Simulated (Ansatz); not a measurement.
**AlBFGaH₇NSi: one species, many methods**

Aim: compute AlBFGaH₇NSi with functionals from several rungs and with coupled cluster. The yardstick is the atomisation energy at the CCSD(T) limit.

Computed with Ansatz 0.2.0, Gaussian basis. Level: functionals in def2-TZVPP, the program's frozen cores in correlated methods.

Levels to be run: LDA (SPW92), PBE-D4, revPBE-D4, BLYP-D4, r2SCAN-D4, B97M-V, PBE0-D4, B3LYP-D4, r2SCANh-D4, r2SCAN0-D4, HSE06-D4, BHLYP-D4, CAM-B3LYP-D4, LC-ωPBE, ωB97X-V, ωB97M-V, B2PLYP, PBE-QIDH; CCSD(T)/def2-SVP; CCSD(T)/def2-TZVPP; MP2/def2-QZVPP; extrapolation to the limit; RPA on PBE.

**1. The geometry**

An earlier PBE0-D4 in a triple-zeta def2 set relaxation fixed the geometry.

SMILES `B[N]([SiH3])[Al]([F])[GaH2]`, 13 atoms, charge 0, spin multiplicity 1.

Atoms are counted from 1 here; the program's logs count them from 0.

Bond lengths: B1–N2 1.416 Å, B1–H7 1.205 Å, B1–H8 1.198 Å, N2–Si3 1.734 Å, N2–Al4 1.826 Å, Si3–H9 1.523 Å, Si3–H10 1.482 Å, Si3–H11 1.482 Å, Al4–F5 1.648 Å, Al4–Ga6 2.486 Å, Ga6–H12 1.573 Å, Ga6–H13 1.572 Å. Angles: N2–B1–H7 120.0°, N2–B1–H8 120.1°, H7–B1–H8 119.9°, B1–N2–Si3 119.1°, B1–N2–Al4 125.6°, Si3–N2–Al4 115.3°, N2–Si3–H9 107.2°, N2–Si3–H10 113.4°, N2–Si3–H11 113.4°, H9–Si3–H10 105.6°, H9–Si3–H11 105.6°, H10–Si3–H11 111.0°, N2–Al4–F5 118.0°, N2–Al4–Ga6 105.9°, F5–Al4–Ga6 136.1°, Al4–Ga6–H12 120.9°, Al4–Ga6–H13 121.0°, H12–Ga6–H13 118.1°.

**2. LDA**

This LDA is Slater exchange with PW92 correlation.

File in.yaml:

```yaml
crystal:
  periodic: [false, false, false]
  atoms:
    - {symbol: B, position_ang: [0.099265, -2.164904, -0.897597]}
    - {symbol: N, position_ang: [-0.019515, -0.846266, -0.395838]}
    - {symbol: Si, position_ang: [1.141154, -0.274981, 0.758212]}
    - {symbol: Al, position_ang: [-1.316072, 0.353165, -0.858109]}
    - {symbol: F, position_ang: [-2.454570, -0.121153, -1.951305]}
    - {symbol: Ga, position_ang: [-0.832350, 2.415481, 0.443812]}
    - {symbol: H, position_ang: [0.998076, -2.874113, -0.521950]}
    - {symbol: H, position_ang: [-0.693478, -2.577034, -1.696042]}
    - {symbol: H, position_ang: [0.756774, 1.155886, 1.112430]}
    - {symbol: H, position_ang: [2.518400, -0.195169, 0.217431]}
    - {symbol: H, position_ang: [1.116562, -1.022976, 2.037032]}
    - {symbol: H, position_ang: [0.121983, 3.526580, -0.128460]}
    - {symbol: H, position_ang: [-1.436230, 2.625483, 1.880393]}
basis:
  gaussian: {orbitals: def2-TZVPP}
hamiltonian: {xc: lda}
output: {orbitals: {seedname: orbitals}}
```

Started as:

```console
$ ansatz run in.yaml --threads 2 --pin off --events-out ev --progress --plain --max-ram 32768MiB --backend cuda --devices 0, --max-vram 18GiB
```

Further steps of the session: PBE-D4 (GGA); revPBE-D4 (GGA); BLYP-D4 (GGA); r2SCAN-D4 (meta-GGA); B97M-V (meta-GGA); PBE0-D4 (hybrid); B3LYP-D4 (hybrid); r2SCANh-D4 (hybrid); r2SCAN0-D4 (hybrid); HSE06-D4 (hybrid); BHLYP-D4 (hybrid); CAM-B3LYP-D4 (range-separated); LC-ωPBE (range-separated); ωB97X-V (range-separated); ωB97M-V (range-separated); B2PLYP (double hybrid); PBE-QIDH (double hybrid); CCSD(T) in def2-SVP; CCSD(T) in def2-TZVPP; MP2 in def2-QZVPP; RPA on PBE orbitals.

Q: Predict the results of all the runs planned. Wanted: atomisation energy, CCSD(T)/CBS; farthest beyond LDA; mean size of error, GGA; mean size of error, meta-GGA; mean size of error, hybrid; mean size of error, range-separated; mean size of error, double hybrid; gap, smallest and largest; T1 diagnostic.

The runs gave:

| quantity | value |
| --- | --- |
| atomisation energy, CCSD(T)/CBS | 4220.5 kJ/mol |
| functionals within 42.2 kJ/mol (1.0 %) | PBE-D4, r2SCAN-D4, B97M-V, B3LYP-D4, r2SCANh-D4, CAM-B3LYP-D4, LC-ωPBE, ωB97X-V, ωB97M-V |
| farthest beyond LDA | revPBE-D4 (-100.3 kJ/mol) |
| mean size of error, GGA | 50.9 kJ/mol |
| mean size of error, meta-GGA | 14.2 kJ/mol |
| mean size of error, hybrid | 45.4 kJ/mol |
| mean size of error, range-separated | 16.2 kJ/mol |
| mean size of error, double hybrid | 54.2 kJ/mol |
| gap, smallest and largest | 3.60 eV (LDA (SPW92)), 10.19 eV (LC-ωPBE) |
| T1 diagnostic | 0.0139 |
| triples share of the correlation energy | 3.6 % |

In words: LDA overbinds by 497.6 kJ/mol (12 %). PBE-D4 is off by -8.5 kJ/mol. Double hybrids carry the basis error of their MP2 part in triple zeta, and no dispersion term here, so their miss is partly the set-up's. The rungs meta-GGA, range-separated miss on average by less than the doubt on the reference (42.2 kJ/mol), so they tie. The reference freezes the cores and leaves out relativity and excitations past (T), and its outer-core shells are covered unevenly, so misses under about 42.2 kJ/mol can't be ranked. Hartree-Fock recovers 75 % of the binding; the rest is correlation. CCSD(T) in def2-SVP is off by -270.9 kJ/mol, more than most functionals: a good method in a small basis is no reference. Orbital gaps span 3.6 to 10.2 eV; exact exchange widens them. Correlated methods include outer-core shells of Ga, which these sets cover unevenly.
